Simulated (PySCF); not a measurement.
**Cyclopropyl Cyanosilane (C4H7NSi): NMR shifts in gas and solvents, part 1 of 2**

Aim: compute the NMR shifts of Cyclopropyl Cyanosilane (C4H7NSi) (`N#C[SiH2]C1CC1`), and see what a dielectric continuum does where one was used.

The runs use PySCF 2.14.0, with density-fitted response routines of our own; the level of theory stands in each step. All values are computed, except where a source is named. Atoms count from 0, in the outputs and in this text.

**1. The molecule as given**

13 atoms, charge 0, multiplicity 1; geometry from: GFN2-xTB. The atoms were then displaced at random by about 0.01 Å, so the start is not that level's minimum.

Bonds of the start (Å): N0–C1 1.14, C1–Si2 1.87, Si2–C3 1.83, C3–C4 1.52, C4–C5 1.49, C5–C3 1.53, Si2–H6 1.47, Si2–H7 1.48, C3–H8 1.08, C4–H9 1.07, C4–H10 1.08, C5–H11 1.09, C5–H12 1.09.

**2. Optimising the geometry at PBE0-D3(BJ)/def2-TZVP**

The job: settings as JSON, then the geometry in Å.

```
{"job": {"xc": "PBE0", "basis": "def2-TZVP", "d3": "d3bj", "grid": 2, "shake": 0.01, "kind": "geom"}, "charge": 0, "multiplicity": 1}
N      2.051310     2.051610     1.052520
C      1.821440     1.103790     0.469930
Si     1.444500    -0.474080    -0.468680
C     -0.368270    -0.693730    -0.388130
C     -1.324230     0.489550    -0.434330
C     -1.181660    -0.278710     0.836200
H      1.949290    -0.268850    -1.830950
H      2.194650    -1.535140     0.237560
H     -0.780100    -1.574530    -0.869400
H     -2.244920     0.408140    -0.971850
H     -0.892670     1.480070    -0.453470
H     -0.636300     0.174390     1.664420
H     -2.027220    -0.899390     1.145860
```

On the command line:

```
> OMP_NUM_THREADS=1 python probes_run.py task.json out
```

One launch serves the whole session: the jobs run in the order shown.

Log:

```text
step   0  E = -500.56230240  max force = 0.038383
step   1  E = -500.56351959  max force = 0.004639
step   2  E = -500.56422261  max force = 0.003173
step   3  E = -500.56446351  max force = 0.002743
step   4  E = -500.56451435  max force = 0.001533
step   5  E = -500.56453033  max force = 0.000412
step   6  E = -500.56453607  max force = 0.000233
optimisation converged
```

It took 2.6 min on 1 thread of Arm Neoverse V1, shared host; peak memory 1.1 GiB.

Relaxation path:

```tsv
step	energy from step 0 (eV)	largest force component (eV/Å)
0	0.0000	1.9737
1	-0.0331	0.2385
2	-0.0523	0.1632
3	-0.0588	0.1411
4	-0.0602	0.0788
5	-0.0606	0.0212
6	-0.0608	0.0120
```

Close pairs (by a distance rule), those that changed most:

```tsv
bond	before (Å)	after (Å)	change (Å)
C3–C5	1.527	1.509	-0.018
C1–Si2	1.874	1.857	-0.017
N0–C1	1.136	1.152	+0.016
Si2–H6	1.467	1.482	+0.015
Si2–C3	1.828	1.842	+0.015
C4–H9	1.069	1.083	+0.013
C3–C4	1.522	1.510	-0.012
C5–H12	1.094	1.082	-0.011
```

The final coordinates are the input of the step that follows.

```tsv
at the end point	value
rotational constants (GHz, main isotopes)	4.424, 2.188, 1.684
dipole moment (D)	3.92
```

**3. Shielding tensors: PBE0/pcSseg-2**

The job: settings as JSON, then the geometry in Å.

```
{"job": {"kind": "nmr", "xc": "PBE0", "basis": "pcSseg-2"}, "charge": 0, "multiplicity": 1}
N      2.032616     2.216560     0.627075
C      1.770652     1.259350     0.042001
Si     1.279911    -0.280831    -0.871845
C     -0.433919    -0.691461    -0.334665
C     -1.411938     0.398364     0.032595
C     -0.861571    -0.483030     1.097604
H      1.386760     0.034504    -2.316304
H      2.278643    -1.314993    -0.509376
H     -0.867948    -1.555873    -0.829027
H     -2.441814     0.257840    -0.270330
H     -1.070430     1.426306     0.002426
H     -0.147201    -0.052803     1.789696
H     -1.511110    -1.232703     1.530796
```

With the program's defaults for keys left out, this is: GIAO PBE0/pcSseg-2 NMR shielding, non-relativistic, gas phase.

Log:

```text
coarse grid: 11376 points
cycle   1  E = -500.5012848310  dE =  6.365e-01  |g| = 4.462e-01  |ddm| = 2.563e+00
cycle   2  E = -500.4047197678  dE =  9.657e-02  |g| = 7.896e-01  |ddm| = 7.585e-01
cycle   3  E = -500.5446630042  dE = -1.399e-01  |g| = 1.780e-01  |ddm| = 4.887e-01
cycle   4  E = -500.5510671237  dE = -6.404e-03  |g| = 5.101e-02  |ddm| = 1.114e-01
cycle   5  E = -500.5516453470  dE = -5.782e-04  |g| = 8.938e-03  |ddm| = 3.530e-02
cycle   6  E = -500.5516620905  dE = -1.674e-05  |g| = 2.122e-03  |ddm| = 7.753e-03
cycle   7  E = -500.5516632242  dE = -1.134e-06  |g| = 5.130e-04  |ddm| = 2.296e-03
final grid: 105360 points
cycle   8  E = -500.5607707590  dE = -8.157e-05  |g| = 7.108e-03  |ddm| = 4.119e-02
cycle   9  E = -500.5607636028  dE =  7.156e-06  |g| = 8.918e-03  |ddm| = 1.117e-02
cycle  10  E = -500.5607834451  dE = -1.984e-05  |g| = 9.095e-04  |ddm| = 6.441e-03
cycle  11  E = -500.5607834859  dE = -4.083e-08  |g| = 8.113e-04  |ddm| = 7.680e-04
cycle  12  E = -500.5607836243  dE = -1.383e-07  |g| = 1.264e-04  |ddm| = 4.114e-04
cycle  13  E = -500.5607836277  dE = -3.450e-09  |g| = 2.714e-05  |ddm| = 1.088e-04
cycle  14  E = -500.5607836279  dE = -1.675e-10  |g| = 8.025e-06  |ddm| = 3.049e-05
converged SCF energy = -500.5607836279

GIAO shielding tensors (ppm)
atom      isotropic    diamagn.    paramagn.     s11        s22        s33       span
  0 N     -102.432     332.440    -434.873   -309.437   -302.868    305.007    614.444
  1 C       58.542     266.709    -208.167    -56.721    -54.743    287.090    343.811
  2 Si     400.196     877.882    -477.686    366.703    369.929    463.956     97.253
  3 C      196.760     253.026     -56.267    167.620    189.387    233.272     65.652
  4 C      181.569     249.814     -68.244    153.785    177.743    213.180     59.394
  5 C      182.016     249.926     -67.910    154.806    177.923    213.319     58.513
  6 H       26.820      28.291      -1.470     23.676     24.516     32.268      8.592
  7 H       26.844      28.334      -1.491     23.701     24.553     32.276      8.575
  8 H       31.965      31.214       0.750     24.797     27.448     43.649     18.853
  9 H       30.741      30.384       0.357     24.741     26.146     41.336     16.595
 10 H       30.779      32.930      -2.151     24.394     28.283     39.660     15.266
 11 H       30.850      32.858      -2.008     24.495     28.332     39.723     15.228
 12 H       30.758      30.357       0.401     24.749     26.156     41.369     16.620
```

Wall time 48 s (1 thread of Arm Neoverse V1, shared host); peak memory 1.3 GiB.

Shifts follow as δ = σ(reference) − σ, with reference shieldings (ppm) from runs at the same level and on the same kind of geometry: 1H TMS 31.52, 13C TMS 186.0, 29Si TMS 342.2, 15N NH3 263.8. The references are single molecules in the gas phase, so shifts against H2O, NH3, PH3, H3PO4 or CFCl3 are not on the usual liquid scales and can be off by tens of ppm. Atoms listed in one row are averaged.

```tsv
atoms	environment	σ (ppm)	δ (ppm)
C1	nitrile carbon	58.5	127.5
C4, C5	three-membered-ring carbon	181.8	4.2
C3	three-membered-ring carbon	196.8	-10.7
H6, H7	hydrogen on a silicon bonded to 2 C	26.83	4.69
H9, H12	hydrogen on a three-membered-ring carbon	30.75	0.77
H10, H11	hydrogen on a three-membered-ring carbon	30.81	0.71
H8	hydrogen on a three-membered-ring carbon	31.96	-0.44
N0	nitrile nitrogen	-102.4	366.2
Si2	silicon bonded to 2 C, 2 H	400.2	-58.0
```

Charges from the same density, by scheme (e):

```tsv
atoms	Mulliken	IAO	Hirshfeld	ESP fit
N0	-0.13	-0.20	-0.20	-0.40
C1	-0.20	-0.16	-0.03	0.25
Si2	0.67	0.80	0.39	0.21
C3	-0.32	-0.45	-0.14	-0.22
C4, C5	-0.10	-0.29	-0.09	-0.31
```

Mayer bond orders: N0–C1 2.97, C1–Si2 0.85, Si2–C3 0.96, C3–C4 0.96, C4–C5 0.91, C5–C3 0.95.

Ring of atoms C3, C4, C5: NICS(0) -46.8, NICS(1) -9.2, NICS(1)zz -26.5 ppm (means of both faces).

In rings of three or four atoms NICS is ruled by the nearby σ bonds, so it says little on aromaticity.

**4. NMR shieldings: KT3/pcSseg-2**

The job, as its differences from that of step 3:

```diff
@@ -1,2 +1,2 @@
-{"job": {"kind": "nmr", "xc": "PBE0", "basis": "pcSseg-2"}, "charge": 0, "multiplicity": 1}
+{"job": {"kind": "nmr", "xc": "KT3", "basis": "pcSseg-2", "pop": false}, "charge": 0, "multiplicity": 1}
 N      2.032616     2.216560     0.627075
```

With the program's defaults for keys left out, this is: GIAO KT3/pcSseg-2 NMR shielding, non-relativistic, gas phase.

Log:

```text
coarse grid: 11376 points
cycle   1  E = -506.5308770859  dE =  5.220e-01  |g| = 5.606e-01  |ddm| = 2.616e+00
cycle   2  E = -506.2476922933  dE =  2.832e-01  |g| = 1.184e+00  |ddm| = 1.258e+00
cycle   3  E = -506.5826803050  dE = -3.350e-01  |g| = 3.714e-01  |ddm| = 9.328e-01
cycle   4  E = -506.6138669189  dE = -3.119e-02  |g| = 7.972e-02  |ddm| = 2.160e-01
cycle   5  E = -506.6153324854  dE = -1.466e-03  |g| = 1.676e-02  |ddm| = 7.205e-02
cycle   6  E = -506.6153985724  dE = -6.609e-05  |g| = 5.322e-03  |ddm| = 2.182e-02
cycle   7  E = -506.6154068541  dE = -8.282e-06  |g| = 1.149e-03  |ddm| = 6.579e-03
final grid: 105360 points
cycle   8  E = -506.6385246414  dE = -3.701e-04  |g| = 1.153e-02  |ddm| = 1.739e-01
cycle   9  E = -506.6385034812  dE =  2.116e-05  |g| = 1.236e-02  |ddm| = 1.049e-02
cycle  10  E = -506.6385014125  dE =  2.069e-06  |g| = 1.198e-02  |ddm| = 1.165e-02
cycle  11  E = -506.6385336424  dE = -3.223e-05  |g| = 1.220e-03  |ddm| = 5.564e-03
cycle  12  E = -506.6385339896  dE = -3.472e-07  |g| = 3.157e-04  |ddm| = 1.064e-03
cycle  13  E = -506.6385340089  dE = -1.935e-08  |g| = 1.359e-04  |ddm| = 3.516e-04
cycle  14  E = -506.6385340143  dE = -5.353e-09  |g| = 1.473e-05  |ddm| = 1.418e-04
cycle  15  E = -506.6385340143  dE = -5.662e-11  |g| = 4.795e-06  |ddm| = 1.885e-05
converged SCF energy = -506.6385340143

GIAO shielding tensors (ppm)
atom      isotropic    diamagn.    paramagn.     s11        s22        s33       span
  0 N      -77.218     333.267    -410.485   -271.203   -265.311    304.859    576.062
  1 C       70.312     265.305    -194.992    -37.963    -36.039    284.939    322.903
  2 Si     419.436     879.456    -460.020    386.587    390.998    480.725     94.138
  3 C      193.116     253.530     -60.414    165.093    184.342    229.912     64.819
  4 C      178.787     250.343     -71.556    152.003    173.608    210.751     58.748
  5 C      179.208     250.415     -71.208    152.997    173.728    210.898     57.901
  6 H       26.979      28.673      -1.693     23.897     24.741     32.299      8.402
  7 H       27.004      28.730      -1.725     23.923     24.780     32.310      8.387
  8 H       32.036      31.040       0.996     25.075     27.794     43.238     18.162
  9 H       30.846      29.951       0.895     25.021     26.531     40.984     15.963
 10 H       30.876      33.644      -2.768     24.667     28.646     39.315     14.648
 11 H       30.949      33.573      -2.624     24.771     28.701     39.375     14.604
 12 H       30.863      29.911       0.953     25.029     26.542     41.019     15.989
```

Wall time 63 s (1 thread of Arm Neoverse V1, shared host); peak memory 1.1 GiB.

Key values: δ C1 112.9, C4 4.2, C3 -9.9, N0 338.3, H6 4.64, H9 0.78 ppm (means over like atoms).

**5. Shielding tensors: wB97X-D/pcSseg-2**

The job, as its differences from that of step 4:

```diff
@@ -1,2 +1,2 @@
-{"job": {"kind": "nmr", "xc": "KT3", "basis": "pcSseg-2", "pop": false}, "charge": 0, "multiplicity": 1}
+{"job": {"kind": "nmr", "xc": "wB97X-D", "basis": "pcSseg-2", "pop": false}, "charge": 0, "multiplicity": 1}
 N      2.032616     2.216560     0.627075
```

Method: GIAO wB97X-D/pcSseg-2 NMR shielding, non-relativistic, gas phase.

Log:

```text
coarse grid: 11376 points
cycle   1  E = -500.7899235699  dE =  7.889e-01  |g| = 4.669e-01  |ddm| = 2.536e+00
cycle   2  E = -500.7448692348  dE =  4.505e-02  |g| = 6.965e-01  |ddm| = 6.173e-01
cycle   3  E = -500.8476001628  dE = -1.027e-01  |g| = 6.377e-02  |ddm| = 3.551e-01
cycle   4  E = -500.8484350328  dE = -8.349e-04  |g| = 3.516e-02  |ddm| = 6.471e-02
cycle   5  E = -500.8487047041  dE = -2.697e-04  |g| = 5.258e-03  |ddm| = 3.011e-02
cycle   6  E = -500.8487122671  dE = -7.563e-06  |g| = 1.623e-03  |ddm| = 5.930e-03
final grid: 105360 points
cycle   7  E = -500.8628896312  dE = -2.362e-04  |g| = 7.496e-03  |ddm| = 5.563e-02
cycle   8  E = -500.8628898096  dE = -1.784e-07  |g| = 7.901e-03  |ddm| = 1.027e-02
cycle   9  E = -500.8629026014  dE = -1.279e-05  |g| = 1.769e-03  |ddm| = 4.731e-03
cycle  10  E = -500.8629031258  dE = -5.244e-07  |g| = 7.949e-04  |ddm| = 1.189e-03
cycle  11  E = -500.8629032701  dE = -1.443e-07  |g| = 6.995e-05  |ddm| = 5.589e-04
cycle  12  E = -500.8629032715  dE = -1.405e-09  |g| = 2.649e-05  |ddm| = 1.107e-04
cycle  13  E = -500.8629032717  dE = -2.318e-10  |g| = 9.633e-06  |ddm| = 4.411e-05
converged SCF energy = -500.8629032717

GIAO shielding tensors (ppm)
atom      isotropic    diamagn.    paramagn.     s11        s22        s33       span
  0 N     -102.191     331.585    -433.776   -309.627   -303.405    306.460    616.087
  1 C       57.612     266.574    -208.962    -58.616    -56.481    287.932    346.548
  2 Si     398.068     877.494    -479.426    364.981    367.844    461.378     96.397
  3 C      197.118     252.503     -55.385    167.684    189.812    233.858     66.174
  4 C      181.625     249.448     -67.824    154.029    177.730    213.115     59.086
  5 C      182.078     249.586     -67.508    155.037    177.952    213.245     58.207
  6 H       27.004      28.275      -1.271     23.877     24.709     32.425      8.548
  7 H       27.026      28.317      -1.291     23.900     24.746     32.432      8.532
  8 H       32.112      31.320       0.792     24.987     27.576     43.772     18.786
  9 H       30.850      30.489       0.361     24.881     26.240     41.428     16.548
 10 H       30.895      32.880      -1.985     24.544     28.374     39.766     15.222
 11 H       30.962      32.807      -1.844     24.640     28.418     39.828     15.188
 12 H       30.865      30.468       0.397     24.888     26.247     41.459     16.571
```

It took 59 s on 1 thread of Arm Neoverse V1, shared host; peak memory 1.4 GiB.

In short: δ C1 128.7, C4 4.4, C3 -10.8, N0 364.3, H6 4.62, H9 0.78 ppm (means over like atoms).

(Continued in part 2 of 2.)
